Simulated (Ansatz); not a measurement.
# CH₆F₂Si₂: basis-set convergence

An exercise on one series of results from a longer session: the logs are not shown, and one member is left open.

Method: one geometry, several basis sets; program: Ansatz 0.2.0, Gaussian basis.

The runs, in order: PBE0-D4/def2-SVP; ωB97M-V/def2-SVP; PBE0-D4/def2-QZVPP; ωB97M-V/def2-QZVPP; the functionals' def2-TZVPP values are taken from earlier runs.

### The geometry

An earlier PBE0-D4 in a triple-zeta def2 set relaxation fixed the geometry.

SMILES `F[SiH2]C[SiH2]F`, 11 atoms, charge 0, spin multiplicity 1.

Atoms are counted from 1 here; the program's logs count them from 0.

Bond lengths: F1–Si2 1.602 Å, Si2–C3 1.856 Å, Si2–H6 1.483 Å, Si2–H7 1.483 Å, C3–Si4 1.856 Å, C3–H8 1.097 Å, C3–H9 1.097 Å, Si4–F5 1.602 Å, Si4–H10 1.483 Å, Si4–H11 1.483 Å. Angles: F1–Si2–C3 109.0°, F1–Si2–H6 107.5°, F1–Si2–H7 107.5°, C3–Si2–H6 111.2°, C3–Si2–H7 111.2°, H6–Si2–H7 110.3°, Si2–C3–Si4 116.8°, Si2–C3–H8 108.1°, Si2–C3–H9 108.1°, Si4–C3–H8 108.1°, Si4–C3–H9 108.1°, H8–C3–H9 107.4°, C3–Si4–F5 109.0°, C3–Si4–H10 111.2°, C3–Si4–H11 111.2°, F5–Si4–H10 107.5°, F5–Si4–H11 107.5°, H10–Si4–H11 110.3°.

The first run:

Input file in.yaml:

```yaml
crystal:
  periodic: [false, false, false]
  atoms:
    - {symbol: F, position_ang: [-2.727158, -0.975035, 0.318751]}
    - {symbol: Si, position_ang: [-1.395532, -0.604808, -0.490710]}
    - {symbol: C, position_ang: [-0.130936, 0.055680, 0.696181]}
    - {symbol: Si, position_ang: [1.508677, 0.549411, -0.019395]}
    - {symbol: F, position_ang: [2.449199, 1.092342, 1.157961]}
    - {symbol: H, position_ang: [-1.760355, 0.412072, -1.506802]}
    - {symbol: H, position_ang: [-0.916930, -1.843720, -1.150783]}
    - {symbol: H, position_ang: [0.048212, -0.707901, 1.462470]}
    - {symbol: H, position_ang: [-0.560206, 0.930427, 1.199064]}
    - {symbol: H, position_ang: [1.355212, 1.644734, -1.007513]}
    - {symbol: H, position_ang: [2.195117, -0.610304, -0.638624]}
basis:
  gaussian: {orbitals: def2-SVP}
hamiltonian: {xc: pbe0, dispersion: d4}
output: {orbitals: {seedname: orbitals}}
```

Launch:

```
> ansatz run in.yaml --threads 4 --pin off --events-out ev --progress --plain --max-ram 10444MiB
```

Among the steps run: PBE0-D4 in def2-SVP; ωB97M-V in def2-SVP; PBE0-D4 in def2-QZVPP; ωB97M-V in def2-QZVPP.

One of the session's tables, all rows but one given; the rest of the session is left out.

It belongs to the step «Density functionals: the series». 

| functional | basis | HOMO (eV) | LUMO (eV) |
| --- | --- | --- | --- |
| PBE0-D4 | def2-SVP | -9.29 | -0.04 |
| PBE0-D4 | def2-TZVPP | -9.34 | -0.50 |
| PBE0-D4 | def2-QZVPP | -9.35 | -0.62 |
| ωB97M-V | def2-SVP | -11.50 | 1.89 |
| ωB97M-V | def2-TZVPP | ? | ? |
| ωB97M-V | def2-QZVPP | -11.59 | 0.97 |

**Question.** Estimate the row for ωB97M-V, def2-TZVPP.

The run gave: HOMO (eV): -11.57; LUMO (eV): 1.25. In the column «HOMO (eV)» it lies between ωB97M-V, def2-QZVPP (-11.59) and ωB97M-V, def2-SVP (-11.50).
